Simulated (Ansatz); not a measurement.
# C3H6BN: how energies converge with the basis set

One table from this session's results is given with a row withheld; the runs are named, their logs left out.

The runs use Ansatz 0.2.0, Gaussian basis; one geometry, several basis sets.

Plan: PBE0-D4/def2-SVP; ωB97M-V/def2-SVP; PBE0-D4/def2-QZVPP; ωB97M-V/def2-QZVPP; the functionals' def2-TZVPP values are taken from earlier runs.

### Structure used throughout

All runs share one geometry, relaxed beforehand with PBE0-D4 in a triple-zeta def2 set.

11 atoms, charge 0, spin multiplicity 1.

Atoms are counted from 1 here; the program's logs count them from 0.

Bond lengths: B1–C2 1.526 Å, B1–H6 1.196 Å, B1–H7 1.198 Å, C2–C3 1.508 Å, C2–C4 1.482 Å, C2–N5 1.594 Å, C3–H8 1.093 Å, C3–H9 1.093 Å, C3–H10 1.092 Å, C4–N5 1.231 Å, C4–H11 1.083 Å. Angles: C2–B1–H6 119.7°, C2–B1–H7 120.4°, H6–B1–H7 119.9°, B1–C2–C3 122.3°, B1–C2–C4 116.5°, B1–C2–N5 116.0°, C3–C2–C4 117.7°, C3–C2–N5 114.6°, C4–C2–N5 47.0°, C2–C3–H8 110.5°, C2–C3–H9 110.9°, C2–C3–H10 111.9°, H8–C3–H9 107.4°, H8–C3–H10 108.2°, H9–C3–H10 107.9°, C2–C4–N5 71.3°, C2–C4–H11 147.3°, N5–C4–H11 141.3° and more.

Coordinates:

```tsv
atom	x (Å)	y (Å)	z (Å)
B1	0.2868	1.4108	0.6353
C2	0.1606	0.0754	-0.0931
C3	-1.1660	-0.6170	-0.2822
C4	1.3875	-0.7515	-0.1765
N5	1.2169	-0.1877	-1.2571
H6	1.3198	2.0114	0.5954
H7	-0.6308	1.8426	1.2729
H8	-1.6651	-0.7560	0.6806
H9	-1.8307	-0.0193	-0.9114
H10	-1.0505	-1.5959	-0.7517
H11	2.0370	-1.4698	0.3082
```

Set-up of the first run:

The input, in.yaml:

```yaml
crystal:
  periodic: [false, false, false]
  atoms:
    - {symbol: B, position_ang: [0.286779, 1.410845, 0.635284]}
    - {symbol: C, position_ang: [0.160573, 0.075366, -0.093094]}
    - {symbol: C, position_ang: [-1.166010, -0.616955, -0.282199]}
    - {symbol: C, position_ang: [1.387478, -0.751493, -0.176460]}
    - {symbol: N, position_ang: [1.216948, -0.187668, -1.257071]}
    - {symbol: H, position_ang: [1.319764, 2.011360, 0.595436]}
    - {symbol: H, position_ang: [-0.630832, 1.842622, 1.272933]}
    - {symbol: H, position_ang: [-1.665061, -0.755999, 0.680632]}
    - {symbol: H, position_ang: [-1.830697, -0.019350, -0.911430]}
    - {symbol: H, position_ang: [-1.050511, -1.595936, -0.751702]}
    - {symbol: H, position_ang: [2.036969, -1.469793, 0.308171]}
basis:
  gaussian: {orbitals: def2-SVP}
hamiltonian: {xc: pbe0, dispersion: d4}
output: {orbitals: {seedname: orbitals}}
```

Launch:

```bash
> ansatz run in.yaml --threads 2 --pin off --events-out ev --progress --plain --max-ram 4352MiB
```

Among the steps run: PBE0-D4 in def2-SVP; ωB97M-V in def2-SVP; PBE0-D4 in def2-QZVPP; ωB97M-V in def2-QZVPP.

One table of the session follows, with a row left open; its other results are not shown here.

It belongs to the step «Functionals by basis». 

```
functional       basis  HOMO (eV)  LUMO (eV)
   PBE0-D4    def2-SVP          ?          ?
   PBE0-D4  def2-TZVPP      -7.86      -1.73
   PBE0-D4  def2-QZVPP      -7.87      -1.76
   ωB97M-V    def2-SVP      -9.98       0.47
   ωB97M-V  def2-TZVPP     -10.05       0.22
   ωB97M-V  def2-QZVPP     -10.06       0.12
```

Q: Estimate the row for PBE0-D4, def2-SVP from the others.

The run gave: HOMO (eV): -7.80; LUMO (eV): -1.61. In the column «HOMO (eV)» it is the highest.
